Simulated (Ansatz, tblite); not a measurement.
# Ge(OEt)H3 (C₂H₈GeO): one state, many levels

Aim: run the singlet of Ge(OEt)H3 (C₂H₈GeO) at one geometry on many levels, and compare frontier levels, spin and run time.

Method: as each input shows; program: Ansatz 0.2.0, Gaussian basis.

Plan: GFN1-xTB, GFN2-xTB, PBE-D4/def2-TZVP, r2SCAN-D4/def2-TZVP, LC-ωPBE/def2-TZVP, r2SCAN0-D4/def2-TZVP, B97M-V/def2-TZVP, PBE-D4/def2-SVP, PBE0-D4/def2-SVP, HF/STO-3G, CCSD(T)/def2-SVP, MP2/def2-TZVP.

2 further runs of the same task are left out: 2 set aside as unsound or not needed.

### 1 The relaxed structure

The singlet was relaxed beforehand with PBE-D4/def2-SVP.

12 atoms, charge 0, spin multiplicity 1.

Bond lengths: C1–C2 1.520 Å, C1–O4 1.421 Å, C1–H5 1.119 Å, C1–H6 1.119 Å, C2–H7 1.109 Å, C2–H8 1.108 Å, C2–H9 1.108 Å, Ge3–O4 1.804 Å, Ge3–H10 1.544 Å, Ge3–H11 1.557 Å, Ge3–H12 1.557 Å. Angles: C2–C1–O4 108.8°, C2–C1–H5 109.8°, C2–C1–H6 109.8°, O4–C1–H5 111.0°, O4–C1–H6 111.1°, H5–C1–H6 106.3°, C1–C2–H7 110.9°, C1–C2–H8 110.4°, C1–C2–H9 110.4°, H7–C2–H8 108.5°, H7–C2–H9 108.5°, H8–C2–H9 108.0°, O4–Ge3–H10 104.2°, O4–Ge3–H11 109.5°, O4–Ge3–H12 109.4°, H10–Ge3–H11 111.9°, H10–Ge3–H12 111.9°, H11–Ge3–H12 109.9° and more.

PBE0-D4/def2-TZVP was run before; its log isn't repeated, and its numbers join the tables.

### 2 GFN1-xTB

Tight binding, by tblite at 300 K electronic temperature and without a spin-polarisation term:

```python
tblite.interface.Calculator('GFN1-xTB', numbers, positions, charge=0, uhf=0).singlepoint()
```

Energy -405.7068 eV, HOMO -12.34 eV, LUMO -6.33 eV; 0.007 s.

### 3 GFN2-xTB

Tight binding, by tblite at 300 K electronic temperature and without a spin-polarisation term:

```python
tblite.interface.Calculator('GFN2-xTB', numbers, positions, charge=0, uhf=0).singlepoint()
```

Energy -390.6111 eV, HOMO -11.23 eV, LUMO -3.74 eV; 0.004 s.

### 4 PBE-D4/def2-TZVP

start.molden holds the orbitals of an earlier run on this state, given as this run's starting guess.

File in.yaml:

```yaml
crystal:
  periodic: [false, false, false]
  atoms:
    - {symbol: C, position_ang: [-0.545842, 0.044700, 0.422081]}
    - {symbol: C, position_ang: [-0.376287, 0.053204, 1.932511]}
    - {symbol: Ge, position_ang: [0.833307, -0.083990, -1.983332]}
    - {symbol: O, position_ang: [0.738050, -0.034023, -0.182608]}
    - {symbol: H, position_ang: [-1.087645, 0.968363, 0.096063]}
    - {symbol: H, position_ang: [-1.187906, -0.820291, 0.117782]}
    - {symbol: H, position_ang: [-1.360195, 0.116579, 2.440079]}
    - {symbol: H, position_ang: [0.135324, -0.870453, 2.269777]}
    - {symbol: H, position_ang: [0.239190, 0.919462, 2.247829]}
    - {symbol: H, position_ang: [2.346721, -0.162468, -2.281081]}
    - {symbol: H, position_ang: [0.192362, 1.207115, -2.572655]}
    - {symbol: H, position_ang: [0.072912, -1.338209, -2.506444]}
basis:
  gaussian: {orbitals: def2-TZVP, initial_orbitals: start.molden}
hamiltonian: {xc: pbe, dispersion: d4}
scf: {omitted_lower_state_checks: [starts]}
output: {forces: true, orbitals: {seedname: orbitals}}
```

On the command line:

```bash
$ ansatz run in.yaml --threads 2 --pin off --events-out ev --progress --plain --max-ram 4352MiB
```

After this run come: r2SCAN-D4/def2-TZVP; LC-ωPBE/def2-TZVP; r2SCAN0-D4/def2-TZVP; B97M-V/def2-TZVP; PBE-D4/def2-SVP; PBE0-D4/def2-SVP; HF/STO-3G; CCSD(T)/def2-SVP; MP2/def2-TZVP.

**Question.** What will the summary of the whole plan be? Wanted: gap in def2-TZVP, named functionals, smallest and largest; correlation energy, CCSD(T)/def2-SVP; correlation energy, MP2/def2-TZVP; binding an atom, CCSD(T)/def2-SVP; PBE0 total energy, smallest basis above largest.

**Answer**, as computed:

| quantity | value |
| --- | --- |
| gap in def2-TZVP, named functionals, smallest and largest | 5.54 eV (PBE-D4), 12.90 eV (LC-ωPBE) |
| correlation energy, CCSD(T)/def2-SVP | -21.10 eV |
| correlation energy, MP2/def2-TZVP | -22.66 eV |
| binding an atom, CCSD(T)/def2-SVP | 3.439 eV |
| PBE0 total energy, smallest basis above largest | 11.93 eV (def2-SVP, def2-TZVP) |

What this shows: Over the named functionals in def2-TZVP the gap runs from 5.54 eV (PBE-D4) to 12.90 eV (LC-ωPBE); exact exchange widens it. A small miss in a minimal or small basis is a cancelling of errors, not accuracy. The functionals in def2-TZVP miss CCSD(T)/def2-SVP by +0.116 (r2SCAN0-D4) to +0.196 eV (PBE-D4) an atom. The yardstick is in a double-zeta basis, so levels in larger sets aren't compared like for like. The reference is CCSD(T) in one finite basis, so it carries an error of its own, often a tenth of an eV or more, and near misses can't be ranked.
